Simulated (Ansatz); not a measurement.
# Fe2Ge: the cost of one run

Computed with Ansatz 0.2.0, driven from Python. Level of theory: DFT PBEsol+D3(BJ), plane waves, PAW.

## 1. The system

It takes space group P6_3/mmc (No. 194, hexagonal). The conventional cell has a = 4.133 Å, b = 4.133 Å, c = 5.009 Å, α = 90.00°, β = 90.00°, γ = 120.00°. Fe (site symmetry -3m) is surrounded by 8 Fe at 2.50 to 2.69 Å and 6 Ge at 2.69 Å. Fe (site symmetry -6m2) is surrounded by 5 Ge at 2.39 to 2.50 Å and 6 Fe at 2.69 Å. Around Ge (site symmetry -6m2) lie 11 Fe at 2.39 to 2.69 Å.

No structure file is read: the coordinates are typed or built in the script.

## 2. The code

Contents of fe2ge.py:

```python
"""Cell relaxation of Fe2Ge."""

from dataclasses import dataclass
from pathlib import Path
import json
import warnings

import ansatz
from ase.data import atomic_numbers
import matplotlib.pyplot as plt
import numpy as np
import spglib


@dataclass
class RunConfig:
    kmesh: tuple[int, ...] = (8, 8, 6)
    smearing: str = "Fermi-Dirac"
    width_ev: float = 0.15
    xc: str = "pbesol"
    dispersion: str = "d3bj"
    fmax: float = 0.05


cfg = RunConfig()

def edges_and_angles(cell):
    cell = np.asarray(cell)
    a, b, c = np.linalg.norm(cell, axis=1)
    cosines = cell[1] @ cell[2] / (b * c), cell[0] @ cell[2] / (a * c), cell[0] @ cell[1] / (a * b)
    return (a, b, c, *np.degrees(np.arccos(cosines)))

warnings.simplefilter("ignore", ansatz.DeckWarning)

lattice = ansatz.Lattice.of(
    (4.13286814, 0.0, 0.0),
    (-2.06643407, 3.5791688, 0.0),
    (0.0, 0.0, 5.008752),
)
sites = [
    ("Fe", (0.0, 0.0, 0.0), 3.5),
    ("Fe", (0.0, 0.0, 0.5), -3.5),
    ("Fe", (2 / 3, 1 / 3, 0.75), 3.5),
    ("Fe", (1 / 3, 2 / 3, 0.25), -3.5),
    ("Ge", (2 / 3, 1 / 3, 0.25), 0.0),
    ("Ge", (1 / 3, 2 / 3, 0.75), 0.0),
]
xtal = ansatz.Crystal(lattice=lattice)
for symbol, position, moment in sites:
    xtal = xtal.atom(symbol, position, moment=moment or None)

# only the volume may change
calc = xtal.calculation()
calc = calc.kpoints(*cfg.kmesh)
calc = calc.occupations(cfg.smearing, width=cfg.width_ev)
calc = calc.spin("collinear")
calc = calc.pseudopotentials("paw")
calc = calc.functional(cfg.xc, dispersion=cfg.dispersion)
calc = calc.relax(force_tolerance=cfg.fmax, fix_cell=["shape"], stress_tolerance=0.1).density()
calc = calc.potential()
calc = calc.electron_localization_function().output_files(volumetric_format="npy")
out = calc.run(threads=1, pin="off", events_out="events.ndjson")
with open("events.ndjson") as stream:
    events = [json.loads(line) for line in stream]
steps = [e["data"] for e in events if e["event"] == "relax_step"]
summary = out.report
for s in steps:
    flag = "" if s["accepted"] else "  (rejected)"
    print("step %2d  E = %.5f eV  largest force component = %.4f eV/A%s" % (s["step"], s["lagrangian_ev"], s["allowed_force_max_ev_ang"], flag))

first, last = steps[0], steps[-1]
symbols = [site.symbol for site in out.lattice.sites]
print(f"energy gained {first['lagrangian_ev'] - last['lagrangian_ev']:.4f} eV in {len(steps) - 1} steps")
for label, vectors in (("before", first["cell_ang"]), ("after", out.lattice.cell_ang)):
    print(label, "a b c (A) {:.4f} {:.4f} {:.4f}  angles {:.2f} {:.2f} {:.2f}".format(*edges_and_angles(vectors)), f" V = {abs(np.linalg.det(vectors)):.3f} A^3")
print("final stress xx yy zz (GPa, compression positive):", np.round(np.diag(summary["stress_gpa"]), 3) + 0.0)

fractions = [site.position_frac for site in out.lattice.sites]
numbers = [atomic_numbers[s] for s in symbols]
for tolerance in (1e-3, 1e-2, 1e-1):
    print(f"space group at {tolerance} A:", spglib.get_spacegroup((out.lattice.cell_ang, fractions, numbers), symprec=tolerance))

print("relaxed fractional positions")
for site in out.lattice.sites:
    print(f"  {site.symbol:2s}", " ".join(f"{v % 1:8.5f}" for v in np.round(site.position_frac, 5)))

fig, (top, bottom) = plt.subplots(2, 1, sharex=True, figsize=(4.5, 4))
top.plot([s["lagrangian_ev"] - last["lagrangian_ev"] for s in steps], "o-")
top.set_ylabel("E - E(final) (eV)")
bottom.semilogy([max(s["allowed_force_max_ev_ang"], 1e-6) for s in steps], "s-")
bottom.set(xlabel="step", ylabel="largest force (eV/A)")
fig.tight_layout()
fig.savefig("relax.png", dpi=100)

change = np.array(last["positions_ang"]) @ np.linalg.inv(last["cell_ang"]) - np.array(first["positions_ang"]) @ np.linalg.inv(first["cell_ang"])
moved = np.linalg.norm(change @ np.array(last["cell_ang"]), axis=1)
print("displacement within the cell, strain taken out (A):", " ".join(f"{s}:{d:.3f}" for s, d in zip(symbols, moved)))

print("%-22s %14.5f eV" % ("F = E - TS", summary["free_energy_ev"]))
print("%-22s %14.5f eV" % ("E", summary["internal_energy_ev"]))
print("%-22s %14.5f eV" % ("Harris-Foulkes", summary["harris_foulkes_ev"]))
print("%-22s %14.5f eV" % ("Fermi level", summary["fermi_energy_ev"]))

print(f"net moment {summary['magnetization_mub']:.3f} muB, absolute {summary['absolute_magnetization_mub']:.3f} muB")
for index, (site, m) in enumerate(zip(out.lattice.sites, summary["site_moments_mub"])):
    print(f"  {index:2d} {site.symbol:2s} {m:7.3f}")

folder = Path(out.write_results("fields"))
print("densities in e/A^3, potentials in eV, ELF without unit")
for name in sorted(p.name for p in folder.glob("*.npy")):
    field = np.load(folder / name)
    print(f"{name:16s} {str(field.shape):16s} min {field.min():10.4f}  mean {field.mean():10.4f}  max {field.max():10.4f}")
```

## 3. The input behind the calls

The package turns the script's settings into the engine's input:

```yaml
crystal:
  lattice:
    - [4.13286814, 0.0, 0.0]
    - [-2.06643407, 3.5791688, 0.0]
    - [0.0, 0.0, 5.008752]
  atoms:
    - { symbol: Fe, position: [0.0, 0.0, 0.0], spin: 3.5 }
    - { symbol: Fe, position: [0.0, 0.0, 0.5], spin: -3.5 }
    - { symbol: Fe, position: [0.6666666666666666, 0.3333333333333333, 0.75], spin: 3.5 }
    - { symbol: Fe, position: [0.3333333333333333, 0.6666666666666666, 0.25], spin: -3.5 }
    - { symbol: Ge, position: [0.6666666666666666, 0.3333333333333333, 0.25] }
    - { symbol: Ge, position: [0.3333333333333333, 0.6666666666666666, 0.75] }
kpoints:
  mp_grid:
    grid: [8, 8, 6]
hamiltonian:
  xc: pbesol
  dispersion: d3bj
  pseudopotentials:
    kind: paw
magnetization:
  spin_polarized: true
scf:
  occupations:
    method: fermi_dirac
    width: 0.15
relax:
  f_tol: 0.05
  cell:
    stress_tol: 0.1
    fix: [shape]
output:
  write_density: true
  write_potential: true
  volumetric_format: npy
  elf: true
```

## 4. The run

Run with:

```sh
> python fe2ge.py
```

Q: Estimate wall time and peak memory on 1 thread of Arm Neoverse V1, shared host.

About 9.4 min, with a peak of 0.79 GiB.
